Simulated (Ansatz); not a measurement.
# FH3SSiSn: how energies converge with the basis set

The task here is to estimate one member of a computed series from the others.

Program: Ansatz 0.2.0, Gaussian basis. Level of theory: one geometry, several basis sets. These are calculated values, not measurements.

The runs, in order: PBE0-D4/def2-SVP; ωB97M-V/def2-SVP; PBE0-D4/def2-QZVPP; ωB97M-V/def2-QZVPP; the functionals' def2-TZVPP values are taken from earlier runs.

1 further run of the same task is left out (for a known fault of the program).

### The geometry

An earlier PBE0-D4 in a triple-zeta def2 set relaxation fixed the geometry. Sn takes the def2 core potential; no spin-orbit term is included.

SMILES `F[SiH]1[S][SnH2]1`, 7 atoms, charge 0, spin multiplicity 1.

Atoms are counted from 1 here; the program's logs count them from 0.

Bond lengths: F1–Si2 1.594 Å, Si2–S3 2.077 Å, Si2–Sn4 2.475 Å, Si2–H5 1.477 Å, S3–Sn4 2.536 Å, Sn4–H6 1.701 Å, Sn4–H7 1.702 Å. Angles: F1–Si2–S3 118.0°, F1–Si2–Sn4 119.2°, F1–Si2–H5 106.1°, S3–Si2–Sn4 67.0°, S3–Si2–H5 119.6°, Sn4–Si2–H5 123.3°, Si2–S3–Sn4 64.0°, Si2–Sn4–S3 49.0°, Si2–Sn4–H6 123.1°, Si2–Sn4–H7 125.1°, S3–Sn4–H6 107.5°, S3–Sn4–H7 108.1°, H6–Sn4–H7 110.9°.

The first run:

Input file in.yaml:

```yaml
crystal:
  periodic: [false, false, false]
  atoms:
    - {symbol: F, position_ang: [0.194923, -1.436700, 1.994103]}
    - {symbol: Si, position_ang: [0.477301, -1.047247, 0.474257]}
    - {symbol: S, position_ang: [-1.116544, -1.095932, -0.856445]}
    - {symbol: Sn, position_ang: [-0.171993, 1.199200, -0.336928]}
    - {symbol: H, position_ang: [1.749745, -1.704559, 0.111548]}
    - {symbol: H, position_ang: [-1.419779, 2.117249, 0.366513]}
    - {symbol: H, position_ang: [0.347546, 1.899889, -1.798848]}
basis:
  gaussian: {orbitals: def2-SVP}
hamiltonian: {xc: pbe0, dispersion: d4}
output: {orbitals: {seedname: orbitals}}
```

Launch:

```console
$ ansatz run in.yaml --threads 2 --pin off --events-out ev --progress --plain --max-ram 4352MiB
```

Steps of the session up to this table: PBE0-D4 in def2-SVP; ωB97M-V in def2-SVP; PBE0-D4 in def2-QZVPP; ωB97M-V in def2-QZVPP.

One of the session's tables, all rows but one given; the rest of the session is left out.

It belongs to the step «Functionals by basis». 

```
functional       basis  HOMO (eV)  LUMO (eV)
   PBE0-D4    def2-SVP      -7.05      -1.43
   PBE0-D4  def2-TZVPP      -7.09      -1.54
   PBE0-D4  def2-QZVPP      -7.11      -1.58
   ωB97M-V    def2-SVP      -8.90       0.36
   ωB97M-V  def2-TZVPP          ?          ?
   ωB97M-V  def2-QZVPP      -9.01       0.00
```

Estimate the missing values for ωB97M-V, def2-TZVPP.

**Answer.** HOMO (eV): -8.99; LUMO (eV): 0.12. In the column «HOMO (eV)» it lies between ωB97M-V, def2-QZVPP (-9.01) and ωB97M-V, def2-SVP (-8.90).
